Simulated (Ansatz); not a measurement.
# SbPb: the cost of one run

Method: DFT PBEsol, scalar-relativistic, plane waves, PAW, in Ansatz 0.2.0.

2 further runs of the same task are left out: 1 that didn't finish, 1 set aside as unsound or not needed.

### 1 The structure to begin with

Symmetry: R-3m, No. 166, trigonal system. Conventional cell: a = 4.389 Å, b = 4.389 Å, c = 11.016 Å, α = 90.00°, β = 90.00°, γ = 120.00°. Pb (site symmetry -3m) has 6 Sb at 3.13 Å as nearest neighbours. Sb (site symmetry -3m) is surrounded by 6 Pb at 3.13 Å.

Coordinates:

```cif
data_structure
_symmetry_space_group_name_H-M 'R-3m:H'
_symmetry_Int_Tables_number 166
_cell_length_a 4.3891
_cell_length_b 4.3891
_cell_length_c 11.0164
_cell_angle_alpha 90.000
_cell_angle_beta 90.000
_cell_angle_gamma 120.000
_cell_volume 183.79
loop_
_atom_site_label
_atom_site_type_symbol
_atom_site_symmetry_multiplicity
_atom_site_Wyckoff_symbol
_atom_site_fract_x
_atom_site_fract_y
_atom_site_fract_z
_atom_site_occupancy
Pb1 Pb 3 a 0.00000 0.00000 0.00000 1
Sb1 Sb 3 b 0.66667 0.33333 0.83333 1
```

The cell was made up by rule, so the compound may not exist in this form.

It is the result of an earlier relaxation at this level (volume 30.63 Å³/atom; gap on the mesh: none (metal)).

### 2 The stacking ABAC

Close-packed layers are stacked in the order given (letters for the first element, the second between them) and fully relaxed; h and k in a name mark layers with hexagonal and cubic surroundings. Energies count from the base stacking, -9081.4336 eV an atom.

The cell holds 4 Pb, 4 Sb: a = 4.389 Å, b = 4.389 Å, c = 14.689 Å, α = 90.00°, β = 90.00°, γ = 120.00°.

### 3 The relaxation run

input.yaml reads:

```yaml
crystal:
  lattice:
    - [4.3891334872, 0.0, 0.0]
    - [-2.1945667436, 3.8011011005, 0.0]
    - [0.0, 0.0, 14.6885399904]
  atoms:
    - { symbol: Pb, position: [0.0, 0.0, 0.0] }
    - { symbol: Sb, position: [0.6666666667, 0.3333333333, 0.125] }
    - { symbol: Pb, position: [0.3333333333, 0.6666666667, 0.25] }
    - { symbol: Sb, position: [0.6666666667, 0.3333333333, 0.375] }
    - { symbol: Pb, position: [0.0, 0.0, 0.5] }
    - { symbol: Sb, position: [0.3333333333, 0.6666666667, 0.625] }
    - { symbol: Pb, position: [0.6666666667, 0.3333333333, 0.75] }
    - { symbol: Sb, position: [0.3333333333, 0.6666666667, 0.875] }
basis:
  ecutwfc: 420
kpoints:
  mp_grid: { grid: [12, 12, 3] }
hamiltonian:
  xc: pbesol
scf:
  occupations: { method: gaussian, width: 0.1 }
output:
  forces: true
  stress: true
  eigenvalues: true
  populations: true
  write_density: true
  write_potential: true
  elf: true
  volumetric_format: npy
relax:
  adjacent_minimum: "off"
  f_tol: 0.01
  max_steps: 45
  cell: { stress_tol: 0.05 }
```

On the command line:

```console
> ansatz run input.yaml --threads 1 --pin off --max-ram 2560MiB --backend cpu --events-out ev --progress --plain --runs-dir out
```

Q: Estimate wall time and peak memory on 1 thread of Arm Neoverse V1, shared host.

About 4.7 min, with a peak of 0.78 GiB.
